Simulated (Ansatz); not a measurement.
# LiC6: properties at the relaxed cell

The task here is to estimate one member of a computed series from the others.

Computed with Ansatz 0.2.0 (DFT r2SCAN, scalar-relativistic, plane waves, PAW, unless a step's input says otherwise).

1 further run of the same task is left out (set aside as unsound or not needed).

**The structure to begin with**

It takes space group P6/mmm (No. 191, hexagonal). Conventional cell: a = 4.306 Å, b = 4.306 Å, c = 3.681 Å, α = 90.00°, β = 90.00°, γ = 120.00°. Li (site symmetry 6/mmm) is surrounded by 12 C at 2.33 Å. C (site symmetry m2m) has 3 C at 1.43 to 1.44 Å as nearest neighbours.

Coordinates:

```cif
data_structure
_symmetry_space_group_name_H-M 'P6/mmm'
_symmetry_Int_Tables_number 191
_cell_length_a 4.3061
_cell_length_b 4.3061
_cell_length_c 3.6813
_cell_angle_alpha 90.000
_cell_angle_beta 90.000
_cell_angle_gamma 120.000
_cell_volume 59.12
loop_
_atom_site_label
_atom_site_type_symbol
_atom_site_symmetry_multiplicity
_atom_site_Wyckoff_symbol
_atom_site_fract_x
_atom_site_fract_y
_atom_site_fract_z
_atom_site_occupancy
Li1 Li 1 a 0.00000 0.00000 0.00000 1
C1 C 6 k 0.00000 0.33360 0.50000 1
```

It goes back to an entry of the Materials Project, which need not be the stable form.

It is the result of an earlier relaxation at this level (volume 8.45 Å³/atom; gap on the mesh: none (metal)).

The first run:

The input, input.yaml:

```yaml
crystal:
  lattice:
    - [4.2626324161, 0.0, 0.0]
    - [-2.1313162081, 3.6915479593, 0.0]
    - [0.0, 0.0, 3.6440791123]
  atoms:
    - { symbol: Li, position: [0.0, 0.0, 0.0] }
    - { symbol: C, position: [0.0, 0.3335961552, 0.5] }
    - { symbol: C, position: [0.6664038448, 0.6664038448, 0.5] }
    - { symbol: C, position: [0.3335961552, 0.0, 0.5] }
    - { symbol: C, position: [0.0, 0.6664038448, 0.5] }
    - { symbol: C, position: [0.3335961552, 0.3335961552, 0.5] }
    - { symbol: C, position: [0.6664038448, 0.0, 0.5] }
basis:
  ecutwfc: 500
kpoints:
  mp_grid: { grid: [12, 12, 10] }
hamiltonian:
  xc: r2scan
scf:
  occupations: { method: gaussian, width: 0.1 }
output:
  forces: true
  stress: true
  eigenvalues: true
  write_density: true
  write_potential: true
  elf: true
  volumetric_format: npy
relax:
  adjacent_minimum: "off"
  f_tol: 0.01
  max_steps: 30
  cell: { stress_tol: 0.1, fix: [volume] }
```

Run with:

```sh
$ ansatz run input.yaml --threads 2 --pin off --max-ram 5120MiB --backend cpu --events-out ev --progress --plain --runs-dir out
```

Steps of the session up to this table: Volume × 0.97; The cell scaled to 1.03 of its volume; Volume × 0.94; The cell scaled to 1.06 of its volume; Volume × 0.91; Volume × 1.10; Point at V/V0 = 0.88.

One of the session's tables, all rows but one given; the rest of the session is left out.

It belongs to the step «Equation of state». 

```
volume (Å³/atom)  energy above the lowest point (meV/atom)  pressure (GPa)
           7.432                                      32.0           11.83
           7.685                                         ?               ?
           7.938                                       6.9            4.67
           8.192                                       1.6            2.13
           8.445                                       0.0            0.02
           8.698                                       1.4           -1.77
           8.952                                       5.5           -3.31
           9.290                                      14.4           -5.01
```

**Question.** Estimate the row for volume (Å³/atom) = 7.685.

Worked estimate for «energy above the lowest point (meV/atom)». A straight line through the neighbours (7.432, 32.0) and (7.938, 6.9) gives 32.0 + (6.9 − 32.0) × (7.685 − 7.432) / (7.938 − 7.432) = 19.5; a parabola fitted to 3 rows on both sides gives 17.0.

As computed: energy above the lowest point (meV/atom): 16.6; pressure (GPa): 7.86. In «energy above the lowest point (meV/atom)» the line misses by +2.9 and the parabola by +0.4.
